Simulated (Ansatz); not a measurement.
## LaPd₂, space group I4/mmm: a breakdown of dispersion, smearing and cutoff terms, step by step

With the Ansatz DFT code, driven from Python.

The script reads `lapd2.cif`:
```cif
data_LaPd2
_cell_length_a 5.294091
_cell_length_b 5.294091
_cell_length_c 5.294091
_cell_angle_alpha 135.51698
_cell_angle_beta 135.51698
_cell_angle_gamma 64.72798
_symmetry_space_group_name_H-M 'P 1'
_symmetry_Int_Tables_number 1
loop_
_symmetry_equiv_pos_as_xyz
'x, y, z'
loop_
_atom_site_label
_atom_site_type_symbol
_atom_site_fract_x
_atom_site_fract_y
_atom_site_fract_z
La1 La    0.000000    0.000000    0.000000
Pd2 Pd    0.750000    0.250000    0.500000
Pd3 Pd    0.250000    0.750000    0.500000
```

Interactive session:
```pycon
>>> import warnings
>>> import ansatz as az
>>> from ase.io import read
>>> warnings.simplefilter("ignore", az.DeckWarning)
>>> atoms = read("lapd2.cif")
>>> structure = az.Crystal.from_ase(atoms)
>>> calculation = (
...     structure.calculation()
...     .occupations(az.OccupationsMethod.FERMI_DIRAC, width=0.1)  # smearing steadies the SCF of a metal
...     .kpoints(mesh=(12, 12, 12))  # the mesh must be finer for metals
... )
>>> with_term = calculation.functional("rpbe", dispersion="d4").basis(340).cutoff_correction(490).run(threads=1).report
>>> without = calculation.functional("rpbe").basis(340).run(threads=1).report
>>> finer = calculation.functional("rpbe").basis(490).run(threads=1).report
>>> removed = az.free_energy_without(with_term, az.EnergyTerm.DISPERSION)
>>> print(f"dispersion term            {with_term['components']['e_disp']:.5f} eV")
dispersion term            -1.85501 eV
>>> print(f"F less dispersion          {removed:.5f} eV, run without it {without['free_energy_ev']:.5f} eV")
F less dispersion          -20222.67144 eV, run without it -20222.67144 eV
>>> print(f"F less smearing term       {az.free_energy_without(without, az.EnergyTerm.SMEARING):.5f} eV")
F less smearing term       -20222.60849 eV
>>> print(f"estimated gain to 490 eV   {with_term['cutoff_correction']['energy_ev']:.5f} eV, found {finer['free_energy_ev'] - without['free_energy_ev']:.5f} eV")
estimated gain to 490 eV   -0.04779 eV, found -0.04791 eV
```

Reading the output:
- Absolute energies stand on the zero of these potentials, so only differences at equal settings mean something. A total without «per atom» is that of the whole cell that was run.
- The cutoff lies under the one recommended for these potentials in some of the runs.
- No spin polarisation was allowed.
- Dispersion corrections can be off by several per cent in the lattices of metals, and by several GPa in the pressure at a fixed cell.
- This cell is a computed structure, which may not be the phase found in nature.
- The script silences the warnings on its input, which a real study should read.
- The whole script took 50 s on 1 thread of Arm Neoverse V1 (shared host), peak memory 0.69 GiB.
